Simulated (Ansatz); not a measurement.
# AlAsH2: the cost of one run

Program: Ansatz 0.2.0, Gaussian basis. Level of theory: cc-pVTZ, core rule «outside noble gas», up to 19 orbitals frozen. These are calculated values, not measurements.

Plan: UHF; CCSD(T) on RHF; CCSD(T) on UHF; BCCD(T) on RHF; CCSDT(Q) on RHF; CCSDT(Q) on UHF.

8 further runs of the same task are left out: 6 for a known fault of the program, 2 set aside as unsound or not needed.

## (1) What is computed

The geometry is a PBE0/def2-TZVP stationary point (not a proven minimum). No spin-orbit coupling is included. The filled d shell of As may be among the frozen orbitals whatever the setting's name suggests; the logs give the count.

4 atoms, charge 0, spin multiplicity 1.

Atoms are counted from 1 here; the program's logs count them from 0.

Bond lengths: Al1–As2 2.523 Å, As2–H3 1.535 Å, As2–H4 1.535 Å. Angles: Al1–As2–H3 80.9°, Al1–As2–H4 80.9°, H3–As2–H4 90.2°.

## (2) UHF

Input file in.yaml:

```yaml
crystal:
  periodic: [false, false, false]
  atoms:
    - {symbol: Al, position_ang: [-0.010266, 0.000001, 1.863024]}
    - {symbol: As, position_ang: [0.031352, 0.000000, -0.659252]}
    - {symbol: H, position_ang: [-1.027816, -1.087510, -0.434086]}
    - {symbol: H, position_ang: [-1.027822, 1.087503, -0.434087]}
basis:
  gaussian: {orbitals: cc-pVTZ}
magnetization: {spin_polarized: true, initial_magnetization: 0}
hamiltonian: {xc: hf}
output: {orbitals: {seedname: orbitals}}
```

Started as:

```
$ ansatz run in.yaml --threads 1 --pin off --events-out ev --progress --plain --max-ram 4096MiB --backend cpu
```

What time and memory should one allow on 1 thread of AMD EPYC 7R13, shared host?

About 13 s, with a peak of 0.35 GiB.
